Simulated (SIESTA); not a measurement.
AlCu3:

```
Cu Al
1.0
     4.17251    0.00000    0.00000
     0.00000    5.10702    0.00000
     0.00000    0.00000    4.51172
Cu Al
6 2
Direct
  0.50000 0.75094 0.83994
  0.50000 0.24906 0.83994
  0.00000 0.74906 0.16006
  0.00000 0.25094 0.16006
  0.50000 0.00000 0.33733
  0.00000 0.50000 0.66267
  0.50000 0.50000 0.33889
  0.00000 0.00000 0.66111
```

The cell comes from a database or a generator and needn't be the stable form of this composition.

```yaml
Program: SIESTA 5.4.2
Task: single point
Functional: PBEsol
Potentials_or_basis: PseudoDojo 0.4 standard (PBEsol files)
Basis: DZP (energy shift 0.003 Ry; two zetas on semicore shells)
Grid_cutoff: 800 Ry
Energy_shift: 0.003 Ry
k_mesh: 7 × 5 × 6
Occupations: fermi-dirac, width 0.05 eV
Spin: no spin polarisation
```

On this cell: pressure -0.8 GPa; largest force 0.104 eV/Å; band gap on the k mesh none (metal or under the smearing width).

The same run follows on a disturbed copy (atoms moved at random, drawn with an rms of 0.05 Å):

```
CELL_PARAMETERS angstrom
4.17251 0.00000 0.00000
0.00000 5.10702 0.00000
0.00000 0.00000 4.51172
ATOMIC_POSITIONS crystal
Cu 0.49886 0.75746 0.84261
Cu 0.50327 0.26380 0.84052
Cu 0.99709 0.74303 0.15575
Cu 0.00571 0.23537 0.15146
Cu 0.51126 0.99583 0.33857
Cu 0.99816 0.49389 0.65899
Al 0.50618 0.51082 0.35085
Al 0.99149 0.00809 0.66579
```

Problem. What does the disturbed cell give?

Solution. The energy (extrapolated to zero smearing) moves by +13.7 meV/atom; pressure -0.2 GPa; largest force 0.711 eV/Å; band gap on the k mesh none (metal or under the smearing width).

Forces in eV/Å, atoms in the order of the input:
```
Cu  -0.141  0.117  0.042
Cu  -0.174 -0.316  0.180
Cu   0.266 -0.134  0.098
Cu   0.067  0.525  0.374
Cu  -0.416  0.380 -0.110
Cu   0.212  0.377  0.130
Al  -0.258 -0.481 -0.414
Al   0.444 -0.467 -0.301
```

Stress tensor (GPa, compression positive):
```
 1.28  0.13  0.01
 0.13 -1.67 -1.01
 0.01 -1.01 -0.32
```

Caveats: short orbitals over semicore shells can move pressures by several GPa; the basis of atomic orbitals isn't converged, which shifts pressures, moduli and gaps.
